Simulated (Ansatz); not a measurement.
What does this script print? It uses the Python package of Ansatz (0.2.0).

Script `edit.py`:
```python
"""Keys set on an Input object, for MgAl2Sb2."""

import ansatz as az
from pymatgen.core import Lattice, Structure
from pymatgen.io.ase import AseAtomsAdaptor


def main() -> None:
    pmg_structure = Structure(
        Lattice([[4.60384, 0.0, 0.0], [-2.30192, 3.98704, 0.0], [0.0, 0.0, 7.08632]]),
        ["Mg", "Al", "Al", "Sb", "Sb"],
        [
            [0.0, 0.0, 0.0],
            [2 / 3, 1 / 3, 0.37079],
            [1 / 3, 2 / 3, 0.62921],
            [2 / 3, 1 / 3, 0.76969],
            [1 / 3, 2 / 3, 0.23031],
        ],
    )
    crystal = az.Crystal.from_ase(AseAtomsAdaptor.get_atoms(pmg_structure))

    calc = (
        crystal.calculation()
        .kpoints(6, 6, 4, center="gamma")
        .basis(420)
        .functional("PBE")
        .occupations(az.OccupationsMethod.FERMI_DIRAC, width=0.1)
        .band_table()
    )
    typed = calc.input()
    rows = []
    for value in [4, 6, 9]:
        edited = typed.set(az.key.basis.ecutrho_ratio, value)
        summary = az.Session.from_dict(edited).plan().execute().report
        rows.append((value, summary["free_energy_ev"], summary["n_iterations"], len(summary["eigenvalues_ev"][0]) if "eigenvalues_ev" in summary else 0))
    for row in rows:
        print("; ".join(f"{name} = {round(v, 4) if isinstance(v, float) else v}" for name, v in zip(["density ratio", "F eV", "iterations", "bands listed"], row)))
    print(edited.to_yaml())


if __name__ == "__main__":
    main()
```

```console
$ python edit.py
density ratio = 4; F eV = -15967.6918; iterations = 8; bands listed = 28
density ratio = 6; F eV = -15967.6917; iterations = 8; bands listed = 28
density ratio = 9; F eV = -15967.6917; iterations = 8; bands listed = 28
crystal:
  lattice:
    - [4.60384, 0.0, 0.0]
    - [-2.30192, 3.98704, 0.0]
    - [0.0, 0.0, 7.08632]
  atoms:
    - { symbol: Mg, position: [0.0, 0.0, 0.0] }
    - { symbol: Al, position: [0.6666666666666665, 0.3333333333333333, 0.37079] }
    - { symbol: Al, position: [0.33333333333333326, 0.6666666666666666, 0.62921] }
    - { symbol: Sb, position: [0.6666666666666665, 0.3333333333333333, 0.76969] }
    - { symbol: Sb, position: [0.33333333333333326, 0.6666666666666666, 0.23030999999999996] }
basis:
  ecutwfc: 420.0
  ecutrho_ratio: 9
kpoints:
  mp_grid:
    grid: [6, 6, 4]
    shift: [0.0, 0.0, 0.0]
hamiltonian:
  xc: pbe
scf:
  occupations:
    method: fermi_dirac
    width: 0.1
output:
  eigenvalues: true
```

Reading the output:
- Total energies depend on the potentials; only differences at equal settings carry meaning. A total without «per atom» is that of the whole cell that was run.
- For a metal this k-point mesh is coarse: on a finer one energies can move by several to tens of meV an atom and pressures by half a GPa or more, differences at one mesh by less.
- This cell is a computed structure, which may not be the phase found in nature.
- The whole script took 17 s on 1 thread of Arm Neoverse V1 (shared host), peak memory 0.57 GiB.
